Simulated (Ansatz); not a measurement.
# YHg, space group Pm-3m: a convergence test of the k-point mesh

Program: Ansatz's Python interface.

Contents of `POSCAR`:
```text
YHg
1.0
   3.68000000    0.00000000    0.00000000
   0.00000000    3.68000000    0.00000000
   0.00000000    0.00000000    3.68000000
Y Hg
1 1
Direct
   0.50000000    0.50000000    0.50000000
   0.00000000    0.00000000    0.00000000
```

Run as a notebook:

In [1]:
```python
import warnings

import ansatz as az
from ase.io import read
from tabulate import tabulate
```

In [2]:
```python
warnings.simplefilter("ignore", az.DeckWarning)
```

In [3]:
```python
atoms = read("POSCAR", format="vasp")
crystal = az.Crystal.from_ase(atoms)
```

In [4]:
```python
setup = (
    crystal.calculation()
    .functional("pbesol")
    .basis(550)
    .occupations("Gaussian", width=0.1)
    .stress()
)
```

In [5]:
```python
rows = []
for value in [(2, 2, 2), (3, 3, 3), (4, 4, 4), (5, 5, 5), (6, 6, 6), (8, 8, 8)]:
    r = setup.kpoints(mesh=value).run(threads=1).report
    rows.append((value, r["free_energy_ev"] / len(r["lattice"]["sites"]), r["n_iterations"], sum(r["stress_gpa"][i][i] for i in range(3)) / 3, r["n_kpoints"]))

print(tabulate(rows, headers=["mesh", "F/atom (eV)", "iterations", "P (GPa)", "k-points"], floatfmt=".4f", tablefmt="grid"))
```
```text
+-----------+---------------+--------------+-----------+------------+
| mesh      |   F/atom (eV) |   iterations |   P (GPa) |   k-points |
+===========+===============+==============+===========+============+
| (2, 2, 2) |    -8732.2998 |            8 |   -0.0588 |          4 |
+-----------+---------------+--------------+-----------+------------+
| (3, 3, 3) |    -8732.1341 |            6 |   -1.2014 |          4 |
+-----------+---------------+--------------+-----------+------------+
| (4, 4, 4) |    -8732.1125 |            6 |   -1.2712 |         10 |
+-----------+---------------+--------------+-----------+------------+
| (5, 5, 5) |    -8732.1288 |            6 |   -1.0399 |         10 |
+-----------+---------------+--------------+-----------+------------+
| (6, 6, 6) |    -8732.1608 |            6 |   -0.9689 |         20 |
+-----------+---------------+--------------+-----------+------------+
| (8, 8, 8) |    -8732.1552 |            6 |   -0.7903 |         35 |
+-----------+---------------+--------------+-----------+------------+
```

In [6]:
```python
# differences from the last row
for row in rows[:-1]:
    shift = 1000 * (row[1] - rows[-1][1])
    print(f"{row[0]}: {shift:+.2f} meV/atom" + ("  (within 2 meV)" if abs(shift) < 2 else ""))
```
```text
(2, 2, 2): -144.52 meV/atom
(3, 3, 3): +21.16 meV/atom
(4, 4, 4): +42.70 meV/atom
(5, 5, 5): +26.43 meV/atom
(6, 6, 6): -5.58 meV/atom
```

Pressure is positive in compression. Spin-orbit coupling, which matters for elements this heavy, is left out. The starting cell is as deposited in a crystallographic database; the results hold for this polymorph, which needn't be the stable one. Shifts are counted from the finest mesh, which is itself no proven limit. The whole script took 7.3 s on 1 thread of Arm Neoverse V1, on a shared host, peak memory 0.47 GiB.
